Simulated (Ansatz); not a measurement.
# ClGeH₅Si: one species, many methods

Aim: compute ClGeH₅Si with functionals from several rungs and with coupled cluster, and see how far each lands from CCSD(T) at the basis-set limit for the atomisation energy.

Method: functionals in def2-TZVPP, the program's frozen cores in correlated methods; program: Ansatz 0.2.0, Gaussian basis.

Plan: LDA (SPW92), PBE-D4, revPBE-D4, BLYP-D4, r2SCAN-D4, B97M-V, PBE0-D4, B3LYP-D4, r2SCANh-D4, r2SCAN0-D4, HSE06-D4, BHLYP-D4, CAM-B3LYP-D4, LC-ωPBE, ωB97X-V, ωB97M-V, B2PLYP, PBE-QIDH; CCSD(T)/def2-SVP; CCSD(T)/def2-TZVPP; MP2/def2-QZVPP; extrapolation to the limit; RPA on PBE.

### 1 The geometry

An earlier PBE0-D4 in a triple-zeta def2 set relaxation fixed the geometry.

SMILES `Cl[SiH2][GeH3]`, 8 atoms, charge 0, spin multiplicity 1.

Atoms are counted from 1 here; the program's logs count them from 0.

Bond lengths: Cl1–Si2 2.062 Å, Si2–Ge3 2.377 Å, Si2–H4 1.484 Å, Si2–H5 1.484 Å, Ge3–H6 1.536 Å, Ge3–H7 1.538 Å, Ge3–H8 1.536 Å. Angles: Cl1–Si2–Ge3 109.1°, Cl1–Si2–H4 107.8°, Cl1–Si2–H5 107.8°, Ge3–Si2–H4 111.5°, Ge3–Si2–H5 111.5°, H4–Si2–H5 109.1°, Si2–Ge3–H6 110.0°, Si2–Ge3–H7 109.9°, Si2–Ge3–H8 110.0°, H6–Ge3–H7 108.9°, H6–Ge3–H8 109.1°, H7–Ge3–H8 108.9°.

### 2 LDA

This LDA is Slater exchange with PW92 correlation.

Input file in.yaml:

```yaml
crystal:
  periodic: [false, false, false]
  atoms:
    - {symbol: Cl, position_ang: [-2.290325, 1.217200, -0.310567]}
    - {symbol: Si, position_ang: [-0.414064, 0.602619, -0.906888]}
    - {symbol: Ge, position_ang: [0.581487, -0.662164, 0.842713]}
    - {symbol: H, position_ang: [-0.573600, -0.206376, -2.140799]}
    - {symbol: H, position_ang: [0.380664, 1.815659, -1.222162]}
    - {symbol: H, position_ang: [0.711229, 0.201704, 2.106079]}
    - {symbol: H, position_ang: [1.981537, -1.135480, 0.415633]}
    - {symbol: H, position_ang: [-0.284628, -1.890263, 1.160192]}
basis:
  gaussian: {orbitals: def2-TZVPP}
hamiltonian: {xc: lda}
output: {orbitals: {seedname: orbitals}}
```

Further steps of the session: PBE-D4 (GGA); revPBE-D4 (GGA); BLYP-D4 (GGA); r2SCAN-D4 (meta-GGA); B97M-V (meta-GGA); PBE0-D4 (hybrid); B3LYP-D4 (hybrid); r2SCANh-D4 (hybrid); r2SCAN0-D4 (hybrid); HSE06-D4 (hybrid); BHLYP-D4 (hybrid); CAM-B3LYP-D4 (range-separated); LC-ωPBE-D4 (range-separated); ωB97X-V (range-separated); ωB97M-V (range-separated); B2PLYP (double hybrid); PBE-QIDH (double hybrid); CCSD(T) in def2-SVP; CCSD(T) in def2-TZVPP; MP2 in def2-QZVPP; RPA on PBE orbitals.

Q: Predict the results of all the runs planned. Wanted: atomisation energy, CCSD(T)/CBS; farthest beyond LDA; mean size of error, GGA; mean size of error, meta-GGA; mean size of error, hybrid; mean size of error, range-separated; mean size of error, double hybrid; gap, smallest and largest; T1 diagnostic.

The runs gave:

```
                               quantity                                                              value
        atomisation energy, CCSD(T)/CBS                                                      2211.7 kJ/mol
 functionals within 22.1 kJ/mol (1.0 %)  r2SCAN-D4, r2SCANh-D4, r2SCAN0-D4, CAM-B3LYP-D4, ωB97X-V, ωB97M-V
                    farthest beyond LDA                                           revPBE-D4 (-76.7 kJ/mol)
                mean size of error, GGA                                                        60.1 kJ/mol
           mean size of error, meta-GGA                                                        14.4 kJ/mol
             mean size of error, hybrid                                                        32.1 kJ/mol
    mean size of error, range-separated                                                        24.8 kJ/mol
      mean size of error, double hybrid                                                        43.9 kJ/mol
              gap, smallest and largest                          5.56 eV (LDA (SPW92)), 12.49 eV (LC-ωPBE)
                          T1 diagnostic                                                             0.0111
triples share of the correlation energy                                                              3.5 %
```

In words: LDA overbinds by 228.8 kJ/mol (10 %). PBE-D4 is off by -42.2 kJ/mol. Double hybrids carry the basis error of their MP2 part in triple zeta, and no dispersion term here, so their miss is partly the set-up's. Taken by rung, meta-GGA functionals do best (14.4 kJ/mol on average) and GGA ones worst beyond LDA (60.1 kJ/mol). The gap between the best rungs is small, so their order is not settled. The reference freezes the cores and leaves out relativity and excitations past (T), and its outer-core shells are covered unevenly, so misses under about 22.1 kJ/mol can't be ranked. Hartree-Fock recovers 75 % of the binding; the rest is correlation. CCSD(T) in def2-SVP is off by -169.5 kJ/mol, more than most functionals: a good method in a small basis is no reference. Orbital gaps span 5.6 to 12.5 eV; exact exchange widens them. Correlated methods include outer-core shells of Ge, which these sets cover unevenly.
